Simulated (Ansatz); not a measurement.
**C2H5AlN2: small, medium and large basis sets**

How large a basis does C2H5AlN2 need? Two functionals are run in growing sets.

Computed with Ansatz 0.2.0, Gaussian basis. Level: one geometry, several basis sets.

Levels to be run: PBE0-D4/def2-SVP; ωB97M-V/def2-SVP; PBE0-D4/def2-QZVPP; ωB97M-V/def2-QZVPP; the functionals' def2-TZVPP values are taken from earlier runs.

## (1) The relaxed structure

All runs share one geometry, relaxed beforehand with PBE0-D4 in a triple-zeta def2 set.

10 atoms, charge 0, spin multiplicity 1.

Atoms are counted from 1 here; the program's logs count them from 0.

Bond lengths: N1–C2 1.333 Å, N1–H6 1.008 Å, N1–H7 1.008 Å, C2–C3 1.219 Å, C3–Al4 1.883 Å, Al4–N5 1.767 Å, Al4–H8 1.580 Å, N5–H9 1.007 Å, N5–H10 1.007 Å. Angles: C2–N1–H6 116.8°, C2–N1–H7 116.9°, H6–N1–H7 113.9°, N1–C2–C3 177.6°, C2–C3–Al4 178.1°, C3–Al4–N5 119.1°, C3–Al4–H8 122.6°, N5–Al4–H8 118.3°, Al4–N5–H9 124.5°, Al4–N5–H10 125.0°, H9–N5–H10 110.5°.

## (2) PBE0-D4 in def2-SVP

The input, in.yaml:

```yaml
crystal:
  periodic: [false, false, false]
  atoms:
    - {symbol: N, position_ang: [1.964372, -0.935321, -2.003259]}
    - {symbol: C, position_ang: [1.077640, -0.681063, -1.041423]}
    - {symbol: C, position_ang: [0.304272, -0.434674, -0.131858]}
    - {symbol: Al, position_ang: [-0.880659, -0.110301, 1.294567]}
    - {symbol: N, position_ang: [-1.574607, 1.503260, 1.485704]}
    - {symbol: H, position_ang: [2.113599, -1.903667, -2.239500]}
    - {symbol: H, position_ang: [1.964369, -0.316139, -2.798386]}
    - {symbol: H, position_ang: [-1.289395, -1.228980, 2.333107]}
    - {symbol: H, position_ang: [-2.214439, 1.766212, 2.216997]}
    - {symbol: H, position_ang: [-1.381952, 2.289472, 0.887050]}
basis:
  gaussian: {orbitals: def2-SVP}
hamiltonian: {xc: pbe0, dispersion: d4}
output: {orbitals: {seedname: orbitals}}
```

Command:

```bash
> ansatz run in.yaml --threads 2 --pin off --events-out ev --progress --plain --max-ram 4352MiB
```

The runs that follow: ωB97M-V in def2-SVP; PBE0-D4 in def2-QZVPP; ωB97M-V in def2-QZVPP.

Q: Predict the results of all the runs planned. Wanted: PBE0-D4: double and triple zeta above quadruple; ωB97M-V: double and triple zeta above quadruple.

As calculated:

| quantity | value |
| --- | --- |
| PBE0-D4: double and triple zeta above quadruple | 8.82, 0.51 eV |
| ωB97M-V: double and triple zeta above quadruple | 9.01, 0.48 eV |

In words: PBE0-D4 gains 8.31 eV from double to triple zeta, then 0.51 eV more. Total energies overstate the basis error of differences, where much of it tends to cancel. The LUMO of ωB97M-V is positive and keeps falling with the basis (1.74 to 1.06 eV): an unbound level that the basis holds in place.
